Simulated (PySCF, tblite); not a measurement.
# C5H9BrSi: geometry, infrared bands and NMR shifts

Aim: predict the infrared bands and NMR shifts of C5H9BrSi (`C=C/C=C(/C)[SiH2]Br`).

Computed with tblite 0.8.0 and PySCF 2.14.0, with density-fitted response routines of our own, on a single molecule in the gas phase. Atoms are numbered from 0 throughout.

## 1. The molecule as given

16 atoms, charge 0, multiplicity 1; geometry from: force field or distance geometry start.

Bonds of the start (Å): C0–C1 1.33, C1–C2 1.45, C2–C3 1.34, C3–C4 1.49, C3–Si5 1.82, Si5–Br6 2.27, C0–H7 1.09, C0–H8 1.07, C1–H9 1.07, C2–H10 1.07, C4–H11 1.11, C4–H12 1.10, C4–H13 1.11, Si5–H14 1.47, Si5–H15 1.49.

## 2. Relaxing the molecule with GFN2-xTB

What the job is given:

```
{"job": {"kind": "relax", "xc": "GFN2-xTB", "basis": "xTB"}, "charge": 0, "multiplicity": 1}
C      2.793800    -0.730600     0.232000
C      1.677900    -0.041300     0.032000
C      0.426500    -0.734700     0.243700
C     -0.720200    -0.070300     0.048900
C     -1.980600    -0.837400     0.284100
Si    -0.827500     1.676800    -0.444800
Br    -2.566100     1.986100    -1.874500
H      2.747800    -1.779400     0.538100
H      3.736000    -0.248000     0.093900
H      1.769400     0.985300    -0.247900
H      0.438300    -1.761100     0.531400
H     -2.131900    -1.159300     1.331200
H     -2.848500    -0.214500     0.004000
H     -1.950600    -1.753100    -0.350400
H      0.356500     2.132600    -1.181900
H     -0.928500     2.557800     0.748800
```

Launch:

```sh
$ OMP_NUM_THREADS=1 python probes_run.py task.json out
```

This one command runs all jobs of the session in turn.

Log:

```text
step      E/eV     max force
  0    -573.80169    2.057
  1    -573.93521    1.147
  2    -573.98382    0.634
  3    -574.02418    0.489
  4    -574.06503    0.417
  5    -574.09210    0.334
  6    -574.10352    0.246
  7    -574.11398    0.211
  8    -574.12123    0.262
  9    -574.12601    0.180
 10    -574.12920    0.142
 11    -574.13288    0.170
 12    -574.13722    0.162
 13    -574.14150    0.183
 14    -574.14490    0.156
 15    -574.14707    0.106
 16    -574.14846    0.088
 17    -574.14950    0.095
 18    -574.15042    0.083
 19    -574.15127    0.084
 20    -574.15198    0.068
 21    -574.15256    0.068
 22    -574.15308    0.068
 23    -574.15358    0.057
 24    -574.15405    0.066
 25    -574.15445    0.062
 26    -574.15482    0.062
 27    -574.15519    0.044
 28    -574.15552    0.040
 29    -574.15578    0.034
 30    -574.15600    0.042
 31    -574.15621    0.040
 32    -574.15643    0.038
 33    -574.15661    0.033
 34    -574.15674    0.029
 35    -574.15686    0.031
 36    -574.15697    0.025
 37    -574.15707    0.024
 38    -574.15715    0.024
 39    -574.15722    0.026
 40    -574.15730    0.026
 41    -574.15737    0.022
 42    -574.15742    0.020
 43    -574.15747    0.017
 44    -574.15753    0.027
 45    -574.15762    0.034
 46    -574.15772    0.031
 47    -574.15779    0.018
 48    -574.15784    0.023
 49    -574.15788    0.026
 50    -574.15793    0.023
 51    -574.15798    0.019
 52    -574.15802    0.017
 53    -574.15806    0.023
 54    -574.15812    0.029
 55    -574.15824    0.034
 56    -574.15845    0.040
 57    -574.15877    0.061
 58    -574.15916    0.070
 59    -574.15961    0.056
 60    -574.16012    0.071
 61    -574.16078    0.079
 62    -574.16180    0.103
 63    -574.16333    0.173
 64    -574.16526    0.308
 65    -574.14767    0.595
 66    -574.16961    0.191
 67    -574.17213    0.156
 68    -574.17807    0.423
 69    -574.18180    0.070
 70    -574.18532    0.089
 71    -574.17602    0.657
 72    -574.18958    0.105
 73    -574.19173    0.119
 74    -574.18796    0.584
 75    -574.19754    0.122
 76    -574.19987    0.131
 77    -574.20291    0.332
 78    -574.20577    0.137
 79    -574.20748    0.096
 80    -574.21239    0.111
 81    -574.21512    0.128
 82    -574.21740    0.089
 83    -574.21829    0.102
 84    -574.21923    0.071
 85    -574.22001    0.056
 86    -574.22079    0.054
 87    -574.22162    0.053
 88    -574.22230    0.059
 89    -574.22267    0.057
 90    -574.22332    0.052
 91    -574.22430    0.064
 92    -574.22526    0.076
 93    -574.22575    0.065
 94    -574.22622    0.051
 95    -574.22647    0.042
 96    -574.22674    0.054
 97    -574.22704    0.058
 98    -574.22745    0.049
 99    -574.22785    0.035
100    -574.22820    0.043
101    -574.22848    0.046
102    -574.22868    0.036
103    -574.22881    0.023
104    -574.22888    0.018
105    -574.22892    0.016
106    -574.22896    0.016
107    -574.22900    0.013
108    -574.22905    0.013
109    -574.22909    0.016
110    -574.22912    0.016
111    -574.22915    0.015
112    -574.22919    0.013
113    -574.22923    0.012
114    -574.22926    0.013
115    -574.22928    0.012
116    -574.22930    0.011
117    -574.22932    0.009
```

Run time: 1.5 s. Hardware: 1 thread of Arm Neoverse N1, shared host; peak memory 0.18 GiB.

Along the way: (not every step is listed)

```csv
step,energy from step 0 (eV),largest force (eV/Å)
0,0.0000,2.0572
1,-0.1335,1.1472
2,-0.1821,0.6338
3,-0.2225,0.4887
4,-0.2633,0.4174
5,-0.2904,0.3339
6,-0.3018,0.2456
7,-0.3123,0.2112
8,-0.3195,0.2622
18,-0.3487,0.0830
28,-0.3538,0.0402
38,-0.3555,0.0241
48,-0.3561,0.0233
58,-0.3575,0.0698
68,-0.3764,0.4228
78,-0.4041,0.1366
88,-0.4206,0.0591
98,-0.4258,0.0489
108,-0.4274,0.0128
112,-0.4275,0.0135
113,-0.4275,0.0124
114,-0.4276,0.0125
115,-0.4276,0.0124
116,-0.4276,0.0108
117,-0.4276,0.0093
```

Distances of close pairs at the start and the end, largest changes first:

```csv
bond,before (Å),after (Å),change (Å)
C3–Si5,1.819,1.883,+0.064
Si5–Br6,2.272,2.227,-0.045
Si5–H15,1.487,1.458,-0.029
C4–H13,1.114,1.088,-0.026
C2–H10,1.066,1.085,+0.019
C0–H7,1.094,1.078,-0.016
C4–H11,1.106,1.090,-0.016
C1–H9,1.068,1.083,+0.015
```

The end geometry stands in the next job.

## 3. Infrared spectrum with GFN2-xTB

What the job is given:

```
{"job": {"kind": "ir", "xc": "GFN2-xTB", "basis": "xTB"}, "charge": 0, "multiplicity": 1}
C      2.883845    -0.753326     0.352813
C      1.746737    -0.098815     0.132631
C      0.450425    -0.723569     0.189855
C     -0.722854    -0.109435    -0.022024
C     -2.009622    -0.871975     0.065640
Si    -0.800995     1.723982    -0.443515
Br    -2.946466     2.288934    -0.633647
H      2.890652    -1.804415     0.590863
H      3.841960    -0.266263     0.303095
H      1.772766     0.957705    -0.103445
H      0.458538    -1.782326     0.427445
H     -2.656669    -0.447880     0.833976
H     -2.554697    -0.816626    -0.876886
H     -1.830553    -1.919079     0.301946
H     -0.229853     2.041707    -1.747292
H     -0.300815     2.590325     0.617134
```

Log:

```text
mode    cm-1     km/mol
  1      28.1      6.72
  2     104.5      6.43
  3     106.7      2.24
  4     137.3      1.53
  5     157.2      0.41
  6     215.9      0.13
  7     269.0      1.56
  8     321.7      1.46
  9     381.8      8.58
 10     433.0     23.93
 11     505.2     99.48
 12     518.4      7.39
 13     619.9      5.72
 14     646.7      4.87
 15     657.9      4.21
 16     739.5    621.88
 17     770.3    258.02
 18     867.0     21.46
 19     896.7      0.67
 20     943.7      9.39
 21    1004.6      9.35
 22    1023.7      9.18
 23    1028.6     14.07
 24    1141.2     19.78
 25    1198.7      3.37
 26    1280.4      0.32
 27    1317.3      0.57
 28    1407.7      4.22
 29    1411.9      0.17
 30    1479.5     14.79
 31    1483.3     18.01
 32    1635.6      8.61
 33    1657.1      0.72
 34    2297.8    335.08
 35    2313.9    118.31
 36    2992.8     15.87
 37    3009.5     34.46
 38    3022.2     12.13
 39    3028.0     44.27
 40    3048.4     84.54
 41    3102.6     20.23
 42    3135.2     37.59
```

Wall time 1 s (1 thread of Arm Neoverse N1, shared host); peak memory 0.18 GiB.

The strongest bands and the atoms that carry them (share of the mass-weighted mode):

```csv
cm⁻¹,km/mol,atoms
505,99.5,"H14 26 %, H15 26 %, C3 25 %, Si5 15 %"
740,621.9,"H15 40 %, H14 38 %, Si5 15 %"
770,258.0,"H15 48 %, H14 47 %"
2298,335.1,"H14 58 %, H15 37 %"
2314,118.3,"H15 60 %, H14 39 %"
3028,44.3,"H13 80 %, H10 10 %"
3048,84.5,H9 86 %
3135,37.6,"H8 70 %, H7 19 %"
```

## 4. Nuclear shieldings: PBE0/pcSseg-1

The job, as its differences from that of step 3:

```diff
@@ -1,2 +1,2 @@
-{"job": {"kind": "ir", "xc": "GFN2-xTB", "basis": "xTB"}, "charge": 0, "multiplicity": 1}
+{"job": {"kind": "nmr", "xc": "PBE0", "basis": "pcSseg-1"}, "charge": 0, "multiplicity": 1}
 C      2.883845    -0.753326     0.352813
```

With the program's defaults for keys left out, this is: GIAO PBE0/pcSseg-1 NMR shielding, non-relativistic, gas phase.

Log:

```text
coarse grid: 61896 points
cycle   1  E = -3058.5842217529  dE = -5.043e-01  |g| = 7.624e-01  |ddm| = 3.770e+00
cycle   2  E = -3058.5904712676  dE = -6.250e-03  |g| = 4.701e-01  |ddm| = 7.754e-01
cycle   3  E = -3058.6278790525  dE = -3.741e-02  |g| = 1.221e-01  |ddm| = 5.138e-01
cycle   4  E = -3058.6317569189  dE = -3.878e-03  |g| = 3.353e-02  |ddm| = 1.506e-01
cycle   5  E = -3058.6319476053  dE = -1.907e-04  |g| = 1.449e-02  |ddm| = 3.829e-02
cycle   6  E = -3058.6320015639  dE = -5.396e-05  |g| = 2.486e-03  |ddm| = 1.469e-02
cycle   7  E = -3058.6320029366  dE = -1.373e-06  |g| = 9.431e-04  |ddm| = 3.262e-03
final grid: 129392 points
cycle   8  E = -3058.6319985116  dE =  3.214e-07  |g| = 1.487e-03  |ddm| = 2.769e-03
cycle   9  E = -3058.6319972234  dE =  1.288e-06  |g| = 2.609e-03  |ddm| = 3.847e-03
cycle  10  E = -3058.6319991047  dE = -1.881e-06  |g| = 2.525e-04  |ddm| = 2.554e-03
cycle  11  E = -3058.6319991201  dE = -1.546e-08  |g| = 3.174e-05  |ddm| = 2.181e-04
cycle  12  E = -3058.6319991204  dE = -2.556e-10  |g| = 8.694e-06  |ddm| = 3.912e-05
converged SCF energy = -3058.6319991204

GIAO shielding tensors (ppm)
atom      isotropic    diamagn.    paramagn.     s11        s22        s33       span
  0 C       59.924     252.144    -192.220    -47.056     65.587    161.241    208.297
  1 C       44.699     259.043    -214.343    -71.495     51.184    154.409    225.904
  2 C       34.952     254.281    -219.329    -71.214     52.994    123.077    194.291
  3 C       46.096     262.578    -216.481    -53.980     33.176    159.094    213.074
  4 C      157.925     245.629     -87.704    145.560    151.320    176.895     31.335
  5 Si     372.354     878.764    -506.409    306.442    382.805    427.817    121.375
  6 Br    2818.424    3124.796    -306.372   2731.489   2803.918   2919.865    188.375
  7 H       26.150      30.866      -4.716     23.051     25.332     30.068      7.017
  8 H       26.172      28.661      -2.490     23.603     25.224     29.688      6.085
  9 H       25.316      33.550      -8.234     21.809     23.083     31.057      9.248
 10 H       24.749      34.684      -9.935     21.828     23.111     29.308      7.480
 11 H       29.229      28.868       0.362     24.229     30.115     33.345      9.116
 12 H       29.269      28.860       0.409     24.349     30.031     33.427      9.077
 13 H       29.822      30.122      -0.301     25.629     28.510     35.326      9.697
 14 H       25.967      28.459      -2.492     20.711     25.398     31.791     11.080
 15 H       25.937      28.512      -2.575     20.600     25.427     31.786     11.185
```

It took 75 s on 1 thread of Arm Neoverse N1, shared host; peak memory 1 GiB.

The references, computed at this level on geometries of the same kind, shield at (ppm): 1H TMS 31.72, 13C TMS 186.9, 29Si TMS 349.2, 79Br HBr 2622. Their shielding less the atom's gives the shift. The references are single molecules in the gas phase. Atoms listed in one row are averaged.

```csv
atoms,environment,σ (ppm),δ (ppm),δ scaled to CDCl3
C2,alkene CH,35.0,152.0,146.4
C1,alkene CH,44.7,142.2,136.9
C3,fully substituted alkene carbon,46.1,140.8,135.5
C0,terminal =CH2 carbon,59.9,127.0,122.0
C4,allylic methyl carbon,157.9,29.0,26.4
H10,hydrogen on an alkene CH,24.75,6.97,6.67
H9,hydrogen on an alkene CH,25.32,6.40,6.14
"H14, H15","hydrogen on a silicon bonded to C, Br",25.95,5.76,–
H7,hydrogen on a terminal =CH2 carbon,26.15,5.57,5.35
H8,hydrogen on a terminal =CH2 carbon,26.17,5.55,5.33
"H11, H12, H13",hydrogen on an allylic methyl carbon,29.44,2.28,2.25
Si5,"silicon bonded to C, Br, 2 H",372.4,-23.2,–
Br6,bromine bonded to Si,2818,-196,–
```

The scaled column applies a straight-line fit of computed shieldings to shifts measured in CDCl3, with any fitted terms for Cl, Br or S neighbours (root-mean-square error 0.16 ppm for H, 1.9 ppm for C).

Charges from the same density, by scheme (e):

```csv
atoms,Mulliken,IAO,Hirshfeld,ESP fit
C0,-0.13,-0.30,-0.09,-0.41
C1,-0.24,-0.14,-0.05,-0.11
C2,0.00,-0.13,-0.05,-0.25
C3,-0.57,-0.26,-0.08,0.18
C4,-0.16,-0.41,-0.12,-0.52
Si5,0.76,0.71,0.32,0.07
Br6,-0.39,-0.27,-0.11,-0.15
```

Mayer bond orders: C0–C1 1.92, C1–C2 1.10, C2–C3 1.77, C3–C4 1.06, C3–Si5 0.86, Si5–Br6 0.90.

The fields below are evaluated on a grid from the run's orbitals.

Frontier orbitals at PBE0/pcSseg-1, with the share of their density that lies nearest to each atom:

```csv
orbital,energy (eV),lies on
HOMO,-6.90,"C0, C3 about 25 % each; C2 17 %; C1 11 %"
LUMO,-1.33,"C0, C3 about 23 % each; C2 15 %; C1 11 %"
```

ELF in a plane through or near 12 of the atoms.

Values, 10 rows by 14 columns:
```
0.00 0.00 0.00 0.00 0.00 0.00 0.00 0.00 0.00 0.00 0.00 0.00 0.00 0.00
0.00 0.00 0.00 0.00 0.00 0.00 0.00 0.01 0.01 0.00 0.05 0.04 0.00 0.00
0.00 0.00 0.00 0.00 0.00 0.02 0.00 0.19 0.27 0.13 0.73 0.72 0.24 0.00
0.00 0.00 0.19 0.20 0.04 0.99 0.32 0.24 0.63 0.72 0.29 0.43 0.48 0.01
0.00 0.04 0.99 0.99 0.54 0.42 0.25 0.71 0.55 0.47 0.72 0.84 0.41 0.00
0.00 0.00 0.14 0.61 0.42 0.68 0.22 0.39 0.51 0.12 0.04 0.29 0.06 0.00
0.00 0.00 0.33 1.00 0.81 0.59 0.97 0.18 0.60 0.41 0.26 0.00 0.00 0.00
0.00 0.00 0.01 0.49 0.03 0.86 0.98 0.17 1.00 0.50 0.05 0.00 0.00 0.00
0.00 0.00 0.00 0.00 0.00 0.00 0.00 0.07 0.96 0.20 0.00 0.00 0.00 0.00
0.00 0.00 0.00 0.00 0.00 0.00 0.00 0.00 0.00 0.00 0.00 0.00 0.00 0.00
```
The map spans 12.8 Å across and 9.9 Å up, centred on the molecule. Atoms in the plane (x, y in Å): C0 (-3.0, 0.0), C1 (-1.7, 0.3), C2 (-0.6, -0.6), C3 (0.7, -0.3), C4 (1.7, -1.4), Si5 (1.2, 1.5), Br6 (3.5, 1.5), H7 (-3.3, -1.1), H8 (-3.8, 0.7), H9 (-1.5, 1.4), H10 (-0.9, -1.7), H13 (1.3, -2.3).

On the surface of density 0.002 e/bohr³ the electrostatic potential runs, from the 1st to the 99th percentile, from -0.60 V near Br6 to 1.07 V near H9.

## 5. Results

| quantity | value |
| --- | --- |
| strongest single infrared mode (GFN2-xTB) | 740 cm⁻¹, 622 km/mol |
| zero-point energy (GFN2-xTB) | 74.8 kcal/mol |
| 13C shifts against TMS (PBE0/pcSseg-1) | 152.0, 142.2, 140.8, 127.0, 29.0 ppm |
| 1H shifts against TMS (PBE0/pcSseg-1, means over atoms taken as alike) | 6.97, 6.40, 5.76, 5.57, 5.55, 2.28 ppm |
| 29Si shifts against TMS (PBE0/pcSseg-1) | -23.2 ppm |
| 79Br shifts against HBr (PBE0/pcSseg-1) | -196 ppm |
| surface potential, 1st and 99th percentile | -0.60 V and 1.07 V |

In words: Relaxing lowered the energy by 0.428 eV in 117 steps; the close pair that moved most is C3–Si5, from 1.819 to 1.883 Å. No mode is imaginary among the 42: a minimum at this level. The strongest single mode, at 740 cm⁻¹, moves mainly H15 and H14. GFN2-xTB is a fitted tight-binding method: band positions and strengths are rough. Its intensities can rank the bands wrongly. At PBE0/pcSseg-1: The largest span, 226 ppm, is at C1, where the paramagnetic term is -214 ppm. At PBE0/pcSseg-1, counted by nearest atom on the grid, the HOMO lies on C0, C3 about 25 % each; C2 17 %, the LUMO on C0, C3 about 23 % each; C2 15 %. Spin-orbit coupling is left out, which matters for shieldings and couplings at and beside the heavy atoms.
